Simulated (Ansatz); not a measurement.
**InSiTeH4NF2: how energies converge with the basis set**

How large a basis does InSiTeH4NF2 need? Two functionals are run in growing sets.

Computed with Ansatz 0.2.0, Gaussian basis. Level: one geometry, several basis sets.

Levels to be run: PBE0-D4/def2-SVP; ωB97M-V/def2-SVP; PBE0-D4/def2-QZVPP; ωB97M-V/def2-QZVPP; the functionals' def2-TZVPP values are taken from earlier runs.

## (1) The relaxed structure

The geometry comes from an earlier relaxation with PBE0-D4 in a triple-zeta def2 set; it is a stationary point, not always the lowest conformer. Te, In take the def2 core potential; no spin-orbit term is included.

SMILES `N[Si](F)(F)[Te][InH2]`, 10 atoms, charge 0, spin multiplicity 1.

Atoms are counted from 1 here; the program's logs count them from 0.

Bond lengths: N1–Si2 1.778 Å, N1–H7 1.015 Å, N1–H8 1.015 Å, Si2–F3 1.589 Å, Si2–F4 1.589 Å, Si2–Te5 2.407 Å, Te5–In6 2.833 Å, In6–H9 1.715 Å, In6–H10 1.715 Å. Angles: Si2–N1–H7 113.7°, Si2–N1–H8 113.7°, H7–N1–H8 108.2°, N1–Si2–F3 105.1°, N1–Si2–F4 105.2°, N1–Si2–Te5 107.6°, F3–Si2–F4 105.5°, F3–Si2–Te5 116.2°, F4–Si2–Te5 116.2°, Si2–Te5–In6 73.9°, Te5–In6–H9 113.0°, Te5–In6–H10 113.0°, H9–In6–H10 130.6°.

## (2) PBE0-D4 in def2-SVP

File in.yaml:

```yaml
crystal:
  periodic: [false, false, false]
  atoms:
    - {symbol: N, position_ang: [0.393372, -0.830956, 0.011464]}
    - {symbol: Si, position_ang: [-0.429194, -0.052329, -1.358932]}
    - {symbol: F, position_ang: [0.640658, -0.044110, -2.533343]}
    - {symbol: F, position_ang: [-1.549344, -1.083170, -1.813300]}
    - {symbol: Te, position_ang: [-1.205913, 2.100162, -0.613726]}
    - {symbol: In, position_ang: [0.102487, 0.924371, 1.606965]}
    - {symbol: H, position_ang: [-0.050254, -1.690461, 0.318253]}
    - {symbol: H, position_ang: [1.374699, -1.024874, -0.159099]}
    - {symbol: H, position_ang: [-0.985216, 0.213164, 2.726132]}
    - {symbol: H, position_ang: [1.708706, 1.488201, 1.815575]}
basis:
  gaussian: {orbitals: def2-SVP}
hamiltonian: {xc: pbe0, dispersion: d4}
output: {orbitals: {seedname: orbitals}}
```

Run with:

```console
ansatz run in.yaml --threads 2 --pin off --events-out ev --progress --plain --max-ram 20480MiB --backend cpu
```

The runs that follow: ωB97M-V in def2-SVP; PBE0-D4 in def2-QZVPP; ωB97M-V in def2-QZVPP.

Before running them: what should the planned runs give, taken together? Wanted: PBE0-D4: double and triple zeta above quadruple; ωB97M-V: double and triple zeta above quadruple.

As calculated:

```
                                       quantity           value
PBE0-D4: double and triple zeta above quadruple  13.09, 0.76 eV
ωB97M-V: double and triple zeta above quadruple  13.25, 0.72 eV
```

For PBE0-D4 the step from double to triple zeta gains 12.33 eV and the next only 0.76 eV. Total energies overstate the basis error of differences, where much of it tends to cancel. The LUMO of ωB97M-V is positive and keeps falling with the basis (0.67 to 0.14 eV): an unbound level that the basis holds in place.
